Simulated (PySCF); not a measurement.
# Sm4S4: forces at shaken geometries

Aim: move all atoms of relaxed Sm4S4 at random and read energies and forces. The species was built from a template and needn't be a known compound.

Method: BP86, Sm lcecp-0-SVP with ECP52, S def2-SVP; scalar-relativistic core potentials, no spin–orbit coupling; program: PySCF 2.14.0.

4 further runs of the same task are left out: 2 for a known fault of the program, 2 that didn't finish.

## (1) Starting geometry

8 atoms, charge 0, spin multiplicity 1.

Bond lengths: Sm1–S5 2.852 Å, Sm1–S6 2.852 Å, Sm1–S7 2.852 Å, Sm2–S5 2.852 Å, Sm2–S6 2.852 Å, Sm2–S8 2.852 Å, Sm3–S5 2.852 Å, Sm3–S7 2.852 Å, Sm3–S8 2.852 Å, Sm4–S6 2.852 Å, Sm4–S7 2.852 Å, Sm4–S8 2.852 Å. Angles: S5–Sm1–S6 91.9°, S5–Sm1–S7 91.9°, S6–Sm1–S7 91.9°, S5–Sm2–S6 91.9°, S5–Sm2–S8 91.9°, S6–Sm2–S8 91.9°, S5–Sm3–S7 91.9°, S5–Sm3–S8 91.9°, S7–Sm3–S8 91.9°, S6–Sm4–S7 91.9°, S6–Sm4–S8 91.9°, S7–Sm4–S8 91.9°, Sm1–S5–Sm2 88.1°, Sm1–S5–Sm3 88.1°, Sm2–S5–Sm3 88.1°, Sm1–S6–Sm2 88.1°, Sm1–S6–Sm4 88.1°, Sm2–S6–Sm4 88.1° and more.

Geometry (Å):

```xyz
8
S4Sm4
Sm    1.4015    1.4015    1.4015
Sm    1.4015   -1.4015   -1.4015
Sm   -1.4015    1.4015   -1.4015
Sm   -1.4015   -1.4015    1.4015
S     1.4495    1.4495   -1.4495
S     1.4495   -1.4495    1.4495
S    -1.4495    1.4495    1.4495
S    -1.4495   -1.4495   -1.4495
```

Each metal's 6 4f electrons lie in its core potential, so multiplicities, spins and levels count the valence alone. An earlier session relaxed this geometry at BP86, Sm lcecp-0-SVP with ECP52, S def2-SVP (singlet, point group Td).

Its energy there is -1708.599855 Eh.

## (2) Atoms moved at random, σ = 0.1 Å

Input file run.py (the lines that set the calculation):

```python
mol = gto.M(atom='''
Sm     1.34457     1.28842     1.38880
Sm     1.45759    -1.25662    -1.34661
Sm    -1.48475     1.41561    -1.47549
Sm    -1.28978    -1.39196     1.46905
S      1.35523     1.58350    -1.42010
S      1.44800    -1.38275     1.48303
S     -1.43827     1.45125     1.53605
S     -1.39259    -1.70746    -1.63473''',
    basis={'Sm': 'lcecp-0-SVP', 'S': 'def2-SVP'},
    ecp={'Sm': 'lcecp-0-SVP'},
    charge=0, spin=0)
mf = dft.RKS(mol, xc='B88,P86')
mf.grids.atom_grid = (50, 194)  # f atoms: unpruned, at least (60, 302)
mf = mf.density_fit()  # fitting sets: Sm AutoAux, S def2-universal-JKFIT
mf.conv_tol = 1e-08; mf.max_cycle = 55
mf.kernel(dm0)  # dm0: the density of the relaxed state
```

On the command line:

```bash
$ OMP_NUM_THREADS=4 python run.py
```

Standard output:

```text
init E= -1708.55226704129
cycle= 1 E= -1708.57014186556  delta_E= -0.0179  |g|= 0.164  |ddm|= 0.668
cycle= 2 E= -1708.53526600736  delta_E= 0.0349  |g|= 0.343  |ddm|= 0.92
cycle= 3 E= -1708.57784930495  delta_E= -0.0426  |g|= 0.0794  |ddm|= 0.636
cycle= 4 E= -1708.58023718669  delta_E= -0.00239  |g|= 0.0113  |ddm|= 0.151
cycle= 5 E= -1708.580278208  delta_E= -4.1e-05  |g|= 0.00398  |ddm|= 0.0233
cycle= 6 E= -1708.58028291963  delta_E= -4.71e-06  |g|= 0.00184  |ddm|= 0.00879
cycle= 7 E= -1708.5802841709  delta_E= -1.25e-06  |g|= 0.000281  |ddm|= 0.00319
cycle= 8 E= -1708.58028419289  delta_E= -2.2e-08  |g|= 0.000146  |ddm|= 0.000729
cycle= 9 E= -1708.58028420079  delta_E= -7.9e-09  |g|= 4.59e-05  |ddm|= 0.000307
Extra cycle  E= -1708.58028419797  delta_E= 2.82e-09  |g|= 9.69e-05  |ddm|= 0.000232
converged SCF energy = -1708.58028419797
```

Run time: 21 s. Hardware: 4 threads of Arm Neoverse V2, shared host.

Read off: E = -1708.580284 Eh (+0.533 eV from the relaxed state), frontier levels not given, since the 4f levels lie in the core, Mulliken charge on Sm1 +0.51 e, largest force component 1.630 eV/Å. 

```tsv
atom	Fx	Fy	Fz (eV/Å)
Sm1	0.425	1.630	0.456
Sm2	-0.238	-0.459	-0.606
Sm3	0.204	-0.729	0.524
Sm4	-0.838	-0.288	-0.597
S5	-0.101	-0.047	-0.213
S6	0.540	-0.959	0.152
S7	-0.325	-0.168	-0.519
S8	0.331	1.020	0.804
```

## (3) Atoms moved at random, σ = 0.15 Å

Input file run.py (the lines that set the calculation):

```python
mol = gto.M(atom='''
Sm     1.31489     1.40878     1.53532
Sm     1.24947    -1.35372    -1.47925
Sm    -1.48655     1.31270    -1.32225
Sm    -1.33427    -1.43362     1.28070
S      1.41533     1.45944    -1.36776
S      1.70660    -1.79240     1.39514
S     -1.64212     1.75251     1.43516
S     -1.22336    -1.35370    -1.47707''',
    basis={'Sm': 'lcecp-0-SVP', 'S': 'def2-SVP'},
    ecp={'Sm': 'lcecp-0-SVP'},
    charge=0, spin=0)
mf = dft.RKS(mol, xc='B88,P86')
mf.grids.atom_grid = (50, 194)  # f atoms: unpruned, at least (60, 302)
mf = mf.density_fit()  # fitting sets: Sm AutoAux, S def2-universal-JKFIT
mf.conv_tol = 1e-08; mf.max_cycle = 55
mf.kernel(dm0)  # dm0: the density of the relaxed state
```

On the command line:

```bash
$ OMP_NUM_THREADS=4 python run.py
```

Standard output:

```text
init E= -1708.50188797241
cycle= 1 E= -1708.52392594476  delta_E= -0.022  |g|= 0.263  |ddm|= 1.03
cycle= 2 E= -1708.46133155366  delta_E= 0.0626  |g|= 0.489  |ddm|= 1.43
cycle= 3 E= -1708.54326147598  delta_E= -0.0819  |g|= 0.12  |ddm|= 0.951
cycle= 4 E= -1708.54884463384  delta_E= -0.00558  |g|= 0.0213  |ddm|= 0.233
cycle= 5 E= -1708.54898752937  delta_E= -0.000143  |g|= 0.00906  |ddm|= 0.0509
cycle= 6 E= -1708.5490155161  delta_E= -2.8e-05  |g|= 0.00442  |ddm|= 0.0228
cycle= 7 E= -1708.54902285287  delta_E= -7.34e-06  |g|= 0.000837  |ddm|= 0.00757
cycle= 8 E= -1708.54902308114  delta_E= -2.28e-07  |g|= 0.000359  |ddm|= 0.00198
cycle= 9 E= -1708.5490231291  delta_E= -4.8e-08  |g|= 0.000112  |ddm|= 0.00074
cycle= 10 E= -1708.5490231335  delta_E= -4.39e-09  |g|= 3.87e-05  |ddm|= 0.000223
Extra cycle  E= -1708.54902313123  delta_E= 2.26e-09  |g|= 8.45e-05  |ddm|= 0.000229
converged SCF energy = -1708.54902313123
```

It took 22 s on 4 threads of Arm Neoverse V2, shared host.

Result: E = -1708.549023 Eh (+1.383 eV from the relaxed state), frontier levels not given, since the 4f levels lie in the core, Mulliken charge on Sm1 +0.54 e, largest force component 3.901 eV/Å. 

```tsv
atom	Fx	Fy	Fz (eV/Å)
Sm1	-0.133	-0.522	-0.601
Sm2	3.901	-0.352	0.003
Sm3	0.051	1.615	-0.408
Sm4	0.463	0.159	0.820
S5	-0.291	0.175	0.394
S6	-1.280	1.065	-0.163
S7	0.625	-1.100	0.200
S8	-3.337	-1.040	-0.244
```

## (4) Atoms moved at random, σ = 0.06 Å

Input file run.py (the lines that set the calculation):

```python
mol = gto.M(atom='''
Sm     1.35600     1.43941     1.27324
Sm     1.51818    -1.42736    -1.39247
Sm    -1.29587     1.43532    -1.37315
Sm    -1.44087    -1.41297     1.38822
S      1.41544     1.34923    -1.35760
S      1.39962    -1.43277     1.50284
S     -1.48100     1.48129     1.36480
S     -1.47149    -1.43216    -1.40588''',
    basis={'Sm': 'lcecp-0-SVP', 'S': 'def2-SVP'},
    ecp={'Sm': 'lcecp-0-SVP'},
    charge=0, spin=0)
mf = dft.RKS(mol, xc='B88,P86')
mf.grids.atom_grid = (50, 194)  # f atoms: unpruned, at least (60, 302)
mf = mf.density_fit()  # fitting sets: Sm AutoAux, S def2-universal-JKFIT
mf.conv_tol = 1e-08; mf.max_cycle = 55
mf.kernel(dm0)  # dm0: the density of the relaxed state
```

On the command line:

```bash
$ OMP_NUM_THREADS=4 python run.py
```

Standard output:

```text
init E= -1708.60844833434
cycle= 1 E= -1708.58713530964  delta_E= 0.0213  |g|= 0.0331  |ddm|= 0.462
cycle= 2 E= -1708.58693612315  delta_E= 0.000199  |g|= 0.0388  |ddm|= 0.18
cycle= 3 E= -1708.58750298284  delta_E= -0.000567  |g|= 0.0155  |ddm|= 0.104
cycle= 4 E= -1708.58758814435  delta_E= -8.52e-05  |g|= 0.00355  |ddm|= 0.029
cycle= 5 E= -1708.58759303114  delta_E= -4.89e-06  |g|= 0.00103  |ddm|= 0.00807
cycle= 6 E= -1708.58759342692  delta_E= -3.96e-07  |g|= 0.000243  |ddm|= 0.00226
cycle= 7 E= -1708.58759344471  delta_E= -1.78e-08  |g|= 0.000105  |ddm|= 0.000546
cycle= 8 E= -1708.58759344861  delta_E= -3.91e-09  |g|= 3.54e-05  |ddm|= 0.000233
Extra cycle  E= -1708.58759344685  delta_E= 1.76e-09  |g|= 7.51e-05  |ddm|= 0.000196
converged SCF energy = -1708.58759344685
```

It took 20 s on 4 threads of Arm Neoverse V2, shared host.

Result: E = -1708.587593 Eh (+0.334 eV from the relaxed state), frontier levels not given, since the 4f levels lie in the core, Mulliken charge on Sm1 +0.51 e, largest force component 1.695 eV/Å. 

```tsv
atom	Fx	Fy	Fz (eV/Å)
Sm1	0.210	-0.038	1.695
Sm2	-0.675	-0.323	0.383
Sm3	-1.092	-0.138	-0.658
Sm4	0.046	0.159	0.075
S5	0.925	0.319	-1.367
S6	0.146	0.042	-0.303
S7	-0.036	-0.009	0.438
S8	0.475	-0.012	-0.263
```

## (5) The displacements side by side

| σ (Å) | energy rise (eV) | harmonic estimate −½ F·u (eV) | largest force component (eV/Å) |
| --- | --- | --- | --- |
| 0.1 | 0.533 | 0.517 | 1.63 |
| 0.15 | 1.383 | 1.441 | 3.90 |
| 0.06 | 0.334 | 0.354 | 1.69 |

Every displacement raises the energy. For a harmonic well the rise equals −½ F·u; the two differ by at most 6 % here (a move with σ = 0.06 Å), from anharmonicity, the grid and the small forces left at the relaxed point. These are double-zeta-type bases without diffuse functions. Spin–orbit coupling is left out.
